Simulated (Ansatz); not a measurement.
**SrNiGe2: one candidate structure**

Aim: relax SrNiGe2 from this start, layered alpha-NaFeO2 type (R-3m, No. 166), and see where it ends.

The COD entry's cell or inner coordinates are ideal or old and differ from later refinements, so a difference from it is no clean test against experiment.

Method: DFT PBEsol, scalar-relativistic, plane waves, PAW, in Ansatz 0.2.0.

## (1) The system as given

Symmetry: R-3m, No. 166, trigonal system. The conventional cell has a = 3.717 Å, b = 3.717 Å, c = 19.618 Å, α = 90.00°, β = 90.00°, γ = 120.00°. Sr (site symmetry -3m) has 6 Ge at 2.40 Å in its first shell of neighbours. Ni (site symmetry -3m) is surrounded by 6 Ge at 3.06 Å. Ge (site symmetry 3m) is surrounded by 3 Sr at 2.40 Å and 3 Ge at 3.05 Å and 3 Ni at 3.06 Å.

Coordinates:

```
Sr Ni Ge
1.0
     1.85830    1.07289    6.53922
    -1.85830    1.07289    6.53922
     0.00000   -2.14578    6.53922
Sr Ni Ge
1 1 2
Direct
  0.50000 0.50000 0.50000
  0.00000 0.00000 0.00000
  0.22200 0.22200 0.22200
  0.77800 0.77800 0.77800
```

(A quick probe on a coarse mesh, which set the mesh and smearing, is not shown.)

## (3) Coarse relaxation

Input file input.yaml:

```yaml
crystal:
  lattice:
    - [1.8583016163, 1.0728909384, 6.5392223832]
    - [-1.8583016163, 1.0728909384, 6.5392223832]
    - [0.0, -2.1457818769, 6.5392223832]
  atoms:
    - { symbol: Sr, position: [0.5, 0.5, 0.5] }
    - { symbol: Ni, position: [0.0, 0.0, 0.0] }
    - { symbol: Ge, position: [0.222, 0.222, 0.222] }
    - { symbol: Ge, position: [0.778, 0.778, 0.778] }
basis:
  ecutwfc: 420
kpoints:
  mp_grid: { grid: [6, 6, 6] }
hamiltonian:
  xc: pbesol
scf:
  occupations: { method: gaussian, width: 0.1 }
  lower_state_search: "off"
output:
  forces: true
  stress: true
  eigenvalues: true
relax:
  adjacent_minimum: "off"
  f_tol: 0.04
  max_steps: 70
  cell: { stress_tol: 0.4 }
```

Command:

```console
$ ansatz run input.yaml --threads 1 --pin off --max-ram 2560MiB --backend cpu --events-out ev --progress --plain --runs-dir out
```

The session goes on with these runs: full relaxation.

Before running it: what results should come out?

As calculated:

Formation energies count from the elements, computed with the same settings in runs not shown here.

| quantity | value |
| --- | --- |
| cell (conventional) | a = 4.012 Å, b = 4.012 Å, c = 16.984 Å, α = 90.00°, β = 90.00°, γ = 120.00° |
| space group | R-3m (No. 166) |
| volume | 19.73 Å³/atom |
| gap on the mesh | none (metal) |
| formation energy from the elements | -0.558 eV/atom |

**Reading.** The space group stayed R-3m, and from the first guess the volume went from 19.56 to 19.73 Å³/atom. With -0.56 eV/atom it lies under the elements, which doesn't yet make it stable against other compounds of them. A spin-polarised run here lost its starting moments, which speaks against magnetism, though one start doesn't rule it out.
